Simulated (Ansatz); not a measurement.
# doublet SnTe− at 6 levels

Aim: a comparison of 6 runs (U-r2SCAN0/STO-3G, U-wB97M-V/STO-3G, UCAM-B3LYP/STO-3G, USVWN5/STO-3G, UCCSD/STO-3G, FCI/STO-3G) of doublet SnTe−. 

The calculation is run with Ansatz 0.2.0.

48 further runs of the same task are left out: 11 that didn't finish, 37 set aside as unsound or not needed.

### Step 1. Starting point

SnTe−: 2 atoms, total charge -1, spin state doublet. SMILES of the parent species: `[Sn][Te]`. Geometry: a GFN2-xTB relaxation, a rough one for these elements and not checked as a minimum. That shape belongs to the parent species and isn't relaxed for this state.

Bond lengths: Sn1–Te2 2.537 Å.

### Step 2. The energy at U-r2SCAN0/STO-3G (run 1)

Contents of in.yaml:

```yaml
crystal:
  periodic: [false, false, false]
  atoms:
    - {symbol: Sn, position_ang: [0.000000, 0.000000, 0.000000]}
    - {symbol: Te, position_ang: [0.000000, 0.000000, 2.536770]}
basis:
  gaussian: {orbitals: STO-3G}
total_charge: -1
magnetization: {spin_polarized: true, initial_magnetization: 1}
hamiltonian: {xc: {name: r2SCAN0}}
accuracy: high
```

Run with:

```sh
$ ansatz run in.yaml --threads 1 --pin off --max-ram 2610MiB --events-out events.jsonl --progress --plain --runs-dir runs
```

The log of the run:

```text
Warning: RAYON_NUM_THREADS=1 ignored (pool sized by the plan → 1); use --threads N
Functional definition: r2SCAN0
  name "r2SCAN0"
  parameter a = 0.25
  parameter k0 = 0.174
  parameter k1 = 0.065
  parameter a1 = 4.9479
  exchange = (1 - a)*r2scan_x(k0 = k0, k1 = k1, a1 = a1) + a*exact_x
  correlation = r2scan_c
827 factors; integrals over basis functions are off by at most 4.7e-9 eV
mean field evaluation 1: about -340552.1826 eV, gradient 5.1e0 eV
mean field evaluation 2: about -340551.3203 eV, gradient 1.0e1 eV
mean field evaluation 4: about -340552.6465 eV, gradient 3.1e-1 eV
mean field evaluation 8: about -340552.6544 eV, gradient 4.3e-2 eV
mean field evaluation 16: about -340552.6547 eV, gradient 1.9e-6 eV
mean field evaluation 32: about -340552.6547 eV, gradient 2.3e-8 eV
mean field -340552.65466585 eV, -12515.0792240900 hartree, gradient 2.3e-8 eV, S^2 0.757527; 1 other end points of the search recorded, 0 dependent functions left out
reference -340552.65466642 eV, -12515.0792241107 hartree; 52, 51 occupied and 2, 3 virtual orbitals, 827 factors
Total energy: -340552.65466642 eV, -12515.0792241107 hartree
```

It took 7.2 s on 1 thread of AMD EPYC 9R45 (Zen 5), shared host; peak memory 0.41 GiB.

### Step 3. A single-point energy at U-wB97M-V/STO-3G (run 2)

Contents of in.yaml:

```yaml
basis:
  gaussian:
    orbitals: STO-3G
crystal:
  periodic: [false, false, false]
  atoms:
    - {symbol: Sn, position_ang: [0.000000, 0.000000, 0.000000]}
    - {symbol: Te, position_ang: [0.000000, 0.000000, 2.536770]}
total_charge: -1
magnetization:
  spin_polarized: true
  initial_magnetization: 1
hamiltonian:
  xc: {name: wB97M-V}
accuracy: high
```

Run with:

```sh
$ ansatz run in.yaml --threads 1 --pin off --max-ram 2610MiB --events-out events.jsonl --progress --plain --runs-dir runs
```

The log of the run (excerpt; [...] marks lines left out):

```text
Warning: RAYON_NUM_THREADS=1 ignored (pool sized by the plan → 1); use --threads N
Functional definition: wB97M-V
  name "wB97M-V"
[...]
  gx(w, u) = 1 - cx + cx01*u + cx10*w
  gss(w, u) = css00 + css04*u^4 + css10*w + css20*w^2 + css43*w^4*u^3
  gos(w, u) = cos00 + cos10*w + (cos20 + cos21*u)*w^2 + (cos60 + cos61*u)*w^6
[...]
      + integral(e_c_pw_mod_opposite_spin*gos(b97_w_opposite, b97_u_opposite)) + vv10(b, c)
827 factors; integrals over basis functions are off by at most 4.7e-9 eV
137 factors; integrals over basis functions are off by at most 1.3e-9 eV
[...]
mean field -340542.11173418 eV, -12514.6917784973 hartree, gradient 2.4e-8 eV, S^2 0.752765; 0 other end points of the search recorded, 0 dependent functions left out
reference -340542.11173649 eV, -12514.6917785823 hartree; 52, 51 occupied and 2, 3 virtual orbitals, 827 factors
Total energy: -340542.11173649 eV, -12514.6917785823 hartree
```

Wall time 15 s (1 thread of AMD EPYC 9R45 (Zen 5), shared host); peak memory 0.74 GiB.

Runs 3 to 5 aren't shown in full; the table further down has their settings and results.

### Step 4. The energy at FCI/STO-3G (run 6)

Contents of job.yaml:

```yaml
basis:
  gaussian:
    orbitals: STO-3G
crystal:
  periodic: [false, false, false]
  atoms:
    - {symbol: Sn, position_ang: [0.000000, 0.000000, 0.000000]}
    - {symbol: Te, position_ang: [0.000000, 0.000000, 2.536770]}
total_charge: -1
accuracy: high
magnetization:
  spin_polarized: true
  initial_magnetization: 1
correlation:
  method: fci
  frozen_orbitals: {Sn: 18, Te: 18}
```

Run with:

```sh
$ ansatz run job.yaml --threads 1 --pin off --max-ram 2610MiB --events-out events.jsonl --progress --plain --runs-dir runs
```

The log of the run (excerpt; [...] marks lines left out):

```text
Warning: RAYON_NUM_THREADS=1 ignored (pool sized by the plan → 1); use --threads N
Functional definition: HF
  name "HF"
[...]
827 factors; integrals over basis functions are off by at most 4.7e-9 eV
[...]
mean field -340423.34270410 eV, -12510.3270971464 hartree, gradient 3.2e-8 eV, S^2 0.769966; 13 other end points of the search recorded, 0 dependent functions left out
determinant -340423.34270410 eV, -12510.3270971464 hartree, with singles and doubles -340424.31360094 eV, -12510.3627769473 hartree
determinant -340420.65055553 eV, -12510.2281625113 hartree, with singles and doubles -340421.00329677 eV, -12510.2411255127 hartree
determinant -340420.55622846 eV, -12510.2246960554 hartree, with singles and doubles -340422.19986403 eV, -12510.2850985485 hartree
36 core orbitals not correlated: weight in the atoms' cores, before any rotation towards them, 1.000 or more for the frozen orbitals, at most 0.000 for the correlated occupied ones
reference -340423.31062998 eV, -12510.3259184441 hartree; 16, 15 occupied and 2, 3 virtual orbitals, 827 factors
state -340424.39750387 eV, -12510.3658603230 hartree
Total energy: -340424.39750387 eV, -12510.3658603230 hartree
```

Wall time 4.5 s (1 thread of AMD EPYC 9R45 (Zen 5), shared host); peak memory 0.26 GiB.

### Step 5. The series

```
run              level  frozen core orbitals    energy (Eh)   ⟨S²⟩  wall time
  1   U-r2SCAN0/STO-3G                     –  -12515.079224  0.758      7.2 s
  2   U-wB97M-V/STO-3G                     –  -12514.691779  0.753       15 s
  3  UCAM-B3LYP/STO-3G                     –  -12514.862489  0.754      2.4 s
  4      USVWN5/STO-3G                     –  -12502.753384  0.753      1.4 s
  5       UCCSD/STO-3G                    36  -12510.362787  0.770      4.2 s
  6         FCI/STO-3G                    36  -12510.365860      –      4.5 s
```

### Step 6. What came out

| quantity | value |
| --- | --- |
| run 6: total energy | -12510.36586 Eh |
| run 6: correlation energy (36 core orbitals frozen) | -39.9 mEh |

What this shows: Against full CI in this basis: UCCSD +3.1 mEh. Totals of different functionals can't be ranked against each other. In runs 1, 2, 3, 4, 5, 6 the basis is minimal, so the values are rough. In runs 1, 2, 3, 4, 5, 6 relativity is left out where basis or elements ask for it. All runs together took 35 s, the longest 15 s.
